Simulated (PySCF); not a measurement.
# C6H11NSi2: the cost of one run

Computed with PySCF 2.14.0, with density-fitted response routines of our own, on a single molecule, in the gas phase or a continuum. Atoms count from 0, in the outputs and in this text.

## Step 1: The starting structure

20 atoms, charge 0, multiplicity 1; geometry from: GFN2-xTB. The atoms were then displaced at random by about 0.01 Å, so the start is not that level's minimum.

Bonds of the start (Å): Si0–N1 1.78, N1–Si2 1.74, N1–C3 1.36, C3–C4 1.42, C4–C5 1.38, C5–C6 1.37, C6–C7 1.39, C7–C8 1.37, C8–C3 1.42, Si0–H9 1.47, Si0–H10 1.44, Si0–H11 1.46, Si2–H12 1.48, Si2–H13 1.46, Si2–H14 1.44, C4–H15 1.07, C5–H16 1.07, C6–H17 1.10, C7–H18 1.08, C8–H19 1.07.

## Step 2: Relaxing the molecule at PBE0-D3(BJ)/def2-SVP

What the job is given:

```
{"job": {"xc": "PBE0", "basis": "def2-SVP", "d3": "d3bj", "grid": 1, "shake": 0.01, "kind": "geom"}, "charge": 0, "multiplicity": 1}
Si     2.115190    -1.059930     1.140960
N      1.229780     0.135870     0.169550
Si     2.025830     1.500780    -0.568770
C     -0.104590    -0.012310    -0.023340
C     -0.709030    -1.288200    -0.151540
C     -2.070310    -1.429480    -0.331350
C     -2.883840    -0.328490    -0.403730
C     -2.325280     0.942900    -0.291050
C     -0.983120     1.098080    -0.074970
H      1.167980    -1.516650     2.172640
H      2.570810    -2.142050     0.309690
H      3.231220    -0.328450     1.740400
H      2.005560     2.670990     0.332200
H      3.404610     1.082590    -0.800350
H      1.347490     1.790900    -1.811090
H     -0.065890    -2.136070    -0.097520
H     -2.479740    -2.416500    -0.425760
H     -3.965110    -0.440910    -0.546240
H     -2.976050     1.804080    -0.334030
H     -0.586530     2.088230     0.024360
```

The run is started by

```bash
$ OMP_NUM_THREADS=1 python probes_run.py task.json out
```

The driver reads the jobs from task.json and runs them one after another.

Q: Estimate the wall time and peak memory of this first job on 1 thread of Intel Xeon Platinum 8259CL at 2.50GHz, shared host.

About 4.5 min, with a peak of 0.88 GiB.
